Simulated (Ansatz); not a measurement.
**SnCl3 radical: basis-set convergence**

The task here is to estimate one member of a computed series from the others.

Program: Ansatz 0.2.0, Gaussian basis. Level of theory: one geometry, several basis sets. These are calculated values, not measurements.

Plan: PBE0-D4/def2-SVP; ωB97M-V/def2-SVP; PBE0-D4/def2-QZVPP; ωB97M-V/def2-QZVPP; the functionals' def2-TZVPP values are taken from earlier runs.

### The relaxed structure

All runs share one geometry, relaxed beforehand with PBE0-D4 in a triple-zeta def2 set. Sn takes the def2 core potential; no spin-orbit term is included.

SMILES `[Cl][Sn]([Cl])[Cl]`, 4 atoms, charge 0, spin multiplicity 2.

Atoms are counted from 1 here; the program's logs count them from 0.

Bond lengths: Cl1–Sn2 2.330 Å, Sn2–Cl3 2.330 Å, Sn2–Cl4 2.330 Å. Angles: Cl1–Sn2–Cl3 107.6°, Cl1–Sn2–Cl4 107.6°, Cl3–Sn2–Cl4 107.6°.

Set-up of the first run:

Input file in.yaml:

```yaml
crystal:
  periodic: [false, false, false]
  atoms:
    - {symbol: Cl, position_ang: [0.676192, 0.523871, 2.003353]}
    - {symbol: Sn, position_ang: [-0.589300, -0.121156, 0.155743]}
    - {symbol: Cl, position_ang: [0.394214, -2.034164, -0.741059]}
    - {symbol: Cl, position_ang: [-0.425508, 1.571049, -1.438236]}
basis:
  gaussian: {orbitals: def2-SVP}
magnetization: {spin_polarized: true, initial_magnetization: 1}
hamiltonian: {xc: pbe0, dispersion: d4}
output: {orbitals: {seedname: orbitals}}
```

Steps of the session up to this table: PBE0-D4 in def2-SVP; ωB97M-V in def2-SVP; PBE0-D4 in def2-QZVPP; ωB97M-V in def2-QZVPP.

One table of the session follows, with a row left open; its other results are not shown here.

It belongs to the step «Density functionals: the series». 

```
functional       basis  HOMO (eV)  LUMO (eV)
   PBE0-D4    def2-SVP          ?          ?
   PBE0-D4  def2-TZVPP      -7.73      -5.07
   PBE0-D4  def2-QZVPP      -7.74      -5.09
   ωB97M-V    def2-SVP      -9.50      -3.11
   ωB97M-V  def2-TZVPP      -9.70      -3.30
   ωB97M-V  def2-QZVPP      -9.73      -3.36
```

**Question.** Estimate the row for PBE0-D4, def2-SVP.

**Answer.** HOMO (eV): -7.59; LUMO (eV): -4.96. In the column «HOMO (eV)» it is the highest.
